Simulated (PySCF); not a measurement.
# CH4GaSe (SMILES [CH3][Ga][SeH]) at UTPSSh/ma-def2-TZVP

Aim: the vertical ionisation energy of CH4GaSe at UTPSSh/ma-def2-TZVP, from 2 runs. The job is set up through a Python script.

Program for the calculation: PySCF 2.14.0.

## 1. The molecule

The species is CH4GaSe (7 atoms), meant as a doublet with charge 0. SMILES: `[CH3][Ga][SeH]`. The shape is that of a PBE0-D4/def2-TZVP optimisation. This is one conformer, not always the lowest.

Bond lengths: C1–Ga2 1.995 Å, Ga2–Se3 2.367 Å, C1–H4 1.093 Å, C1–H5 1.093 Å, C1–H6 1.089 Å, Se3–H7 1.468 Å. Angles: C1–Ga2–Se3 115.7°, Ga2–C1–H4 108.5°, Ga2–C1–H5 108.5°, Ga2–C1–H6 111.8°, Ga2–Se3–H7 93.4°, H4–C1–H5 108.9°, H4–C1–H6 109.6°, H5–C1–H6 109.6°.

## 2. The energy at UTPSSh/ma-def2-TZVP

input.xyz

```xyz
7
CH4GaSe
C     -1.030500     0.699400    -0.379900
Ga    -0.092300    -0.801800     0.540800
Se     2.267300    -0.809900     0.350500
H     -0.666500     1.642000     0.036200
H     -0.781900     0.662500    -1.443400
H     -2.110600     0.638700    -0.255400
H      2.414600    -2.030900     1.151200
```

run.py

```python
from pyscf import gto, dft

mol = gto.Mole()
mol.atom = 'input.xyz'
mol.basis = 'ma-def2-tzvp'
mol.verbose = 3
mol.spin = 1
mol.max_memory = 1860
mol.build()

calc0 = dft.UKS(mol, xc='tpssh')
calc0.conv_tol = 1e-10
calc0.grids.level = 4
calc0.kernel()
if not calc0.converged:
    calc0 = calc0.newton().run(calc0.mo_coeff, calc0.mo_occ)

e_tot = calc0.e_tot
print(f'total energy: {e_tot:.8f} hartree')
```

The run is started by

```console
$ OMP_NUM_THREADS=1 python run.py
```

Standard output:

```text
WARN: HOMO -0.166154409433105 >= LUMO -0.166154409433101

converged SCF energy = -4366.86364766273  <S^2> = 0.75348429  2S+1 = 2.0034813
total energy: -4366.86364766 hartree
```

It took 2.6 min on 1 thread of Arm Neoverse V2, shared host; peak memory 1.3 GiB.

## 3. The singlet cation

run.py

```python
from pyscf import gto, dft

mol = gto.M(
    atom='''
C   -1.030500   0.699400  -0.379900
Ga  -0.092300  -0.801800   0.540800
Se   2.267300  -0.809900   0.350500
H   -0.666500   1.642000   0.036200
H   -0.781900   0.662500  -1.443400
H   -2.110600   0.638700  -0.255400
H    2.414600  -2.030900   1.151200
''',
    spin=0,
    basis='ma-def2-tzvp',
    verbose=3,
    charge=1,
    max_memory=1860,
)

calc0 = dft.RKS(mol)
calc0.xc = 'tpssh'
calc0.conv_tol = 1e-10
calc0.grids.level = 4
calc0.kernel()
if not calc0.converged:
    calc0 = calc0.newton().run(calc0.mo_coeff, calc0.mo_occ)

e_final = calc0.e_tot
print('Final energy', e_final)
```

The run is started by

```console
$ OMP_NUM_THREADS=1 python run.py
```

Standard output:

```text
converged SCF energy = -4366.58794642515
Final energy -4366.587946425155
```

Wall time 74 s (1 thread of Arm Neoverse V2, shared host); peak memory 1.3 GiB.

## 4. Results

At UTPSSh/ma-def2-TZVP:

| quantity | value |
| --- | --- |
| doublet CH4GaSe: total energy | -4366.86365 Eh |
| doublet CH4GaSe: dipole moment | 1.52 D |
| doublet CH4GaSe: HOMO energy (highest over α and β) | -5.11 eV |
| doublet CH4GaSe: LUMO energy (lowest over α and β) | -3.14 eV |
| doublet CH4GaSe: ⟨S²⟩ | 0.753 |
| singlet cation: total energy | -4366.58795 Eh |
| singlet cation: HOMO energy | -11.87 eV |
| singlet cation: LUMO energy | -9.78 eV |
| singlet cation: HOMO–LUMO gap | 2.10 eV |
| vertical ionisation energy (to the singlet cation) | 7.502 eV |

**Reading.** The vertical ionisation energy comes to 7.50 eV (173 kcal/mol). Only the singlet of the ionised species was computed; a triplet could lie lower. Mulliken charges (doublet CH4GaSe) run from -0.46 on C1 to +0.19 on Ga2.
